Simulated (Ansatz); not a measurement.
# As2H3: the cost of one run

The runs use Ansatz 0.2.0, Gaussian basis; UKS PBE0/def2-TZVP.

## 1. The system as given

5 atoms, charge 0, spin multiplicity 2.

Atoms are counted from 1 here; the program's logs count them from 0.

Bond lengths: As1–As2 2.370 Å, As1–H3 1.513 Å, As1–H4 1.507 Å, As2–H5 1.519 Å. Angles: As2–As1–H3 95.4°, As2–As1–H4 93.2°, H3–As1–H4 88.7°, As1–As2–H5 91.6°.

The start was built by rule and, where that kept it together, relaxed with GFN2-xTB. Sticks and bond lists go by distance. No spin-orbit coupling is included. 

## 2. The run

The input, in.yaml:

```yaml
crystal:
  periodic: [false, false, false]
  atoms:
    - {symbol: As, position_ang: [-1.033191, 0.073766, -0.556457]}
    - {symbol: As, position_ang: [1.055154, -0.086005, 0.551957]}
    - {symbol: H, position_ang: [-1.664963, 0.999098, 0.460947]}
    - {symbol: H, position_ang: [-1.617510, -1.094829, 0.194867]}
    - {symbol: H, position_ang: [1.649904, 1.005482, -0.321309]}
basis:
  gaussian: {orbitals: def2-TZVP}
magnetization: {spin_polarized: true, initial_magnetization: 1}
hamiltonian: {xc: pbe0}
relax: {f_tol: 0.004, max_steps: 80}
```

Launch:

```console
> ansatz run in.yaml --threads 1 --pin off --events-out ev --progress --plain --max-ram 2176MiB
```

**Question.** How long does this run take on 1 thread of Intel Xeon Platinum 8488C, shared host, and how much memory does it need?

About 39 s, with a peak of 0.32 GiB.
